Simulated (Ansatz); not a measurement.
# Si: the cost of one run

All numbers below are computed with Ansatz 0.2.0 (DFT PBE, plane waves, PAW, scalar-relativistic, no spin polarisation).

## 1. The starting structure

The cell holds 63 atoms (Si63): a = 10.860 Å, b = 10.860 Å, c = 10.860 Å, α = 90.00°, β = 90.00°, γ = 90.00°.

Its coordinates follow in the input file.

## 2. End point A

Contents of input.yaml:

```yaml
crystal:
  lattice:
    - [10.86, 0.0, 0.0]
    - [0.0, 10.86, 0.0]
    - [0.0, 0.0, 10.86]
  atoms:
    - { symbol: Si, position: [0.499518, -0.0058904, 0.0008265] }
    - { symbol: Si, position: [0.6264328, 0.1291934, 0.1231095] }
    - { symbol: Si, position: [0.7447713, 0.2544878, -0.0014435] }
    - { symbol: Si, position: [0.8711506, 0.3773964, 0.1246488] }
    - { symbol: Si, position: [0.7497561, 0.0001298, 0.2535305] }
    - { symbol: Si, position: [0.8745231, 0.1284903, 0.3736158] }
    - { symbol: Si, position: [3.56e-05, 0.0009215, -0.0019529] }
    - { symbol: Si, position: [0.1230628, 0.1251236, 0.1233311] }
    - { symbol: Si, position: [0.2521279, 0.2483664, 0.0010296] }
    - { symbol: Si, position: [0.3716618, 0.3720023, 0.1234524] }
    - { symbol: Si, position: [0.4997851, 0.5016583, 0.0018555] }
    - { symbol: Si, position: [0.6237769, 0.6231048, 0.1275776] }
    - { symbol: Si, position: [0.7477666, 0.7498758, -0.0047621] }
    - { symbol: Si, position: [0.876943, 0.8748474, 0.119767] }
    - { symbol: Si, position: [0.2517469, 0.0004146, 0.2551998] }
    - { symbol: Si, position: [0.3730965, 0.1205193, 0.3791057] }
    - { symbol: Si, position: [0.4991423, 0.2514652, 0.251057] }
    - { symbol: Si, position: [0.6253582, 0.3752726, 0.3731122] }
    - { symbol: Si, position: [0.7470347, 0.4987155, 0.2480999] }
    - { symbol: Si, position: [0.8776013, 0.6288186, 0.3721165] }
    - { symbol: Si, position: [0.4997429, 0.0033463, 0.4954363] }
    - { symbol: Si, position: [0.6218282, 0.1262867, 0.6262122] }
    - { symbol: Si, position: [0.7450174, 0.24891, 0.5051903] }
    - { symbol: Si, position: [0.8771667, 0.3809164, 0.6241612] }
    - { symbol: Si, position: [0.7494118, 0.0009029, 0.7482924] }
    - { symbol: Si, position: [0.8763674, 0.1188385, 0.8755505] }
    - { symbol: Si, position: [-0.0023279, 0.5002938, -0.0004162] }
    - { symbol: Si, position: [0.1279358, 0.6200635, 0.1272345] }
    - { symbol: Si, position: [0.2465803, 0.7506658, 0.0017508] }
    - { symbol: Si, position: [0.3773678, 0.8703564, 0.1283888] }
    - { symbol: Si, position: [0.0020616, 0.249971, 0.2524705] }
    - { symbol: Si, position: [0.1227002, 0.3747089, 0.380115] }
    - { symbol: Si, position: [0.2489017, 0.4980223, 0.2488998] }
    - { symbol: Si, position: [0.3758343, 0.621975, 0.3761036] }
    - { symbol: Si, position: [0.4993939, 0.750241, 0.2480829] }
    - { symbol: Si, position: [0.6217295, 0.8753012, 0.370255] }
    - { symbol: Si, position: [0.0043172, -0.0030557, 0.4981571] }
    - { symbol: Si, position: [0.1228721, 0.1218776, 0.6221837] }
    - { symbol: Si, position: [0.2549649, 0.2489034, 0.5001368] }
    - { symbol: Si, position: [0.3781745, 0.3765894, 0.6244531] }
    - { symbol: Si, position: [0.5053688, 0.4993672, 0.5025421] }
    - { symbol: Si, position: [0.6223692, 0.6220364, 0.6262985] }
    - { symbol: Si, position: [0.7513191, 0.7475677, 0.5030671] }
    - { symbol: Si, position: [0.8756068, 0.8781756, 0.6315982] }
    - { symbol: Si, position: [0.2480839, 0.003571, 0.7524072] }
    - { symbol: Si, position: [0.3739904, 0.1287268, 0.8742982] }
    - { symbol: Si, position: [0.4969563, 0.2525221, 0.7539911] }
    - { symbol: Si, position: [0.6282252, 0.3763099, 0.8768031] }
    - { symbol: Si, position: [0.7509079, 0.5009226, 0.7471317] }
    - { symbol: Si, position: [0.8722997, 0.627618, 0.8719519] }
    - { symbol: Si, position: [-0.0026842, 0.7490421, 0.2516926] }
    - { symbol: Si, position: [0.1231413, 0.8769255, 0.3805511] }
    - { symbol: Si, position: [0.0071546, 0.494164, 0.4926619] }
    - { symbol: Si, position: [0.1221399, 0.6247655, 0.6148007] }
    - { symbol: Si, position: [0.2481311, 0.7516071, 0.4979116] }
    - { symbol: Si, position: [0.3781799, 0.8783271, 0.6253562] }
    - { symbol: Si, position: [0.0021763, 0.250825, 0.7487517] }
    - { symbol: Si, position: [0.1276976, 0.3723794, 0.8700183] }
    - { symbol: Si, position: [0.2506179, 0.5011291, 0.7474628] }
    - { symbol: Si, position: [0.3753259, 0.6258755, 0.8775119] }
    - { symbol: Si, position: [0.6222094, 0.8700946, 0.8742938] }
    - { symbol: Si, position: [-8.9e-05, 0.7534294, 0.7515372] }
    - { symbol: Si, position: [0.1286139, 0.8785937, 0.8752164] }
total_charge: 2
basis:
  ecutwfc: 420.0
kpoints:
  mp_grid: { grid: [1, 1, 1] }
hamiltonian:
  xc: pbe
  pseudopotentials: { kind: paw, azcp: { folder: soft_1 } }
scf:
  occupations: { method: gaussian, width: 0.02 }
  lower_state_search: "off"
relax:
  f_tol: 0.03
  max_steps: 60
  adjacent_minimum: "off"
```

Launch:

```console
$ ansatz run input.yaml --threads 4 --pin off --max-ram 10240MiB --backend cpu --events-out ev --progress --plain --runs-dir out
```

Q: Estimate wall time and peak memory on 4 threads of Arm Neoverse V1, shared host.

About 17 s, with a peak of 1 GiB.
